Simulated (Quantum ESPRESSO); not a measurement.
# TaAs: equation of state with LDA

Crystal: TaAs.

```
CELL_PARAMETERS angstrom
-1.72181 1.72181 5.86794
1.72181 -1.72181 5.86794
1.72181 1.72181 -5.86794
ATOMIC_POSITIONS crystal
Ta 0.49997 0.49997 0.00000
Ta 0.24997 0.74997 0.50000
As 0.08263 0.08263 0.00000
As 0.83263 0.33263 0.50000
```

The cell is a database's computed one.

| Quantity | Value |
| --- | --- |
| Program | Quantum ESPRESSO 7.5 |
| Task | equation of state |
| Functional | LDA |
| Potentials or basis | GBRV 1.5 LDA |
| Cutoff | 762 eV |
| Density cutoff | 6095 eV |
| k mesh | 11 × 11 × 11 |
| Occupations | fermi-dirac, width 0.05 eV |
| Spin | no spin polarisation |

```json
{
 "Equilibrium volume": "16.79 Å³/atom",
 "Bulk modulus at fixed shape and positions": "202 GPa",
 "Pressure derivative of the bulk modulus": "4.5"
}
```

Energy against volume, from the lowest point:
| volume (Å³/atom) | energy (meV/atom) |
| --- | --- |
| 16.353 | 7.10 |
| 16.700 | 0.00 |
| 17.048 | 2.25 |
| 17.396 | 12.86 |
| 17.744 | 30.92 |
| 18.092 | 55.65 |
| 18.440 | 86.33 |

All runs of the series together: 24 min on 2 threads of Arm Neoverse V2, with other jobs on the host.

Caveat: the cell was scaled at fixed shape and fractional positions, which overstates the stiffness of a crystal with free parameters, most of all of layers and chains. Spin-orbit coupling is left out, which matters for the levels of Ta.
